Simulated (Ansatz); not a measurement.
What does this script print? It uses Ansatz 0.2.0 through its Python package.

`opt_c2h6mgn.py`:
```python
import ansatz as az
import numpy as np

BASIS_SET = "cc-pVDZ"
XC = "B3LYP"
DISPERSION = "d4"

geometry_ang = [
    ("C", (-0.4508, 1.0666, -0.0264)),
    ("N", (-0.6236, -0.3363, 0.1413)),
    ("C", (0.6595, -0.9219, 0.3838)),
    ("Mg", (-1.2131, -1.1015, -1.6731)),
    ("H", (0.1616, 1.3372, -0.9204)),
    ("H", (-1.5046, 1.5497, -0.2442)),
    ("H", (-0.0742, 1.5896, 0.8878)),
    ("H", (0.6151, -2.003, 0.5117)),
    ("H", (1.1326, -0.4957, 1.3758)),
    ("H", (1.3805, -0.7358, -0.4334)),
]
system = az.Crystal.molecule()
for symbol, xyz in geometry_ang:
    system = system.atom(symbol, xyz)

calculation = (
    system.calculation()
    .basis(gaussian=BASIS_SET)
    .functional(XC, dispersion=DISPERSION)
    .spin("collinear", total=1)
)
symbols = [site.symbol for site in system.cartesian_sites]
start = np.array([site.position_ang for site in system.cartesian_sites], dtype=float)
data = calculation.relax(force_tolerance=0.01, max_steps=100).run(threads=1, pin="off").report
end = np.array(data["positions_ang"])

for key in ("converged", "free_energy_ev", "reference_energy_ev", "n_frozen", "n_occupied", "n_virtual"):
    print(f"{key:22s} {data[key]}")

print("bond        before    after (A)")
for i, j in [(0, 1), (0, 4), (0, 5), (0, 6), (1, 2), (1, 3), (2, 7), (2, 8), (2, 9)]:
    d0, d1 = (np.linalg.norm(xyz[i] - xyz[j]) for xyz in (start, end))
    print(f"{symbols[i]}{i}-{symbols[j]}{j}".ljust(10), f"{d0:8.4f} {d1:8.4f}")

charges = data["charge_distribution"]
dipole = np.array(charges["dipole_moment_e_ang"]) * 4.803205
print("dipole (D): {:.3f} {:.3f} {:.3f}, length {:.3f}".format(*dipole, np.linalg.norm(dipole)))
print("atom  Mulliken   Lowdin")
for symbol, m, l in zip(symbols, charges["mulliken_charges_e"], charges["lowdin_charges_e"]):
    print(f"{symbol:4s} {m:9.3f} {l:8.3f}")
```

`python opt_c2h6mgn.py` gives:
```text
converged              True
free_energy_ev         -9106.463621022469
reference_energy_ev    -9106.116161106549
n_frozen               0
n_occupied             [19, 18]
n_virtual              [71, 72]
bond        before    after (A)
C0-N1        1.4234   1.4478
C0-H4        1.1169   1.1141
C0-H5        1.1795   1.1058
C0-H6        1.1185   1.1141
N1-C2        1.4311   1.4478
N1-Mg3       2.0555   1.9282
C2-H7        1.0895   1.1058
C2-H8        1.1788   1.1141
C2-H9        1.1056   1.1141
dipole (D): -0.964 -0.690 -0.564, length 1.313
atom  Mulliken   Lowdin
C        0.098   -0.027
N       -0.480    0.096
C        0.098   -0.027
Mg       0.318   -0.007
H       -0.005   -0.012
H       -0.006    0.005
H       -0.005   -0.012
H       -0.006    0.005
H       -0.005   -0.012
H       -0.005   -0.012
```

Notes:
- Total energies depend on the basis set; only differences at equal settings carry meaning.
- The end point is the stationary point reached from this start; no frequency run checks that it is a minimum, and the basis set is modest.
- The species is open-shell (spin multiplicity 2).
- The Löwdin charges here are taken after orthogonalising the functions within each atom; they differ from plain Löwdin charges, and their signs can be unphysical.
- Total less reference energy is the dispersion correction.
- b3lyp holds the VWN-RPA fit, as in Gaussian; the form of ORCA and Turbomole is b3lyp5.
- Finished in 78 s on 1 thread of Arm Neoverse V2, with other jobs on the host, peak memory 0.31 GiB.

(Lines on the test bed's own set-up are left out of the output.)
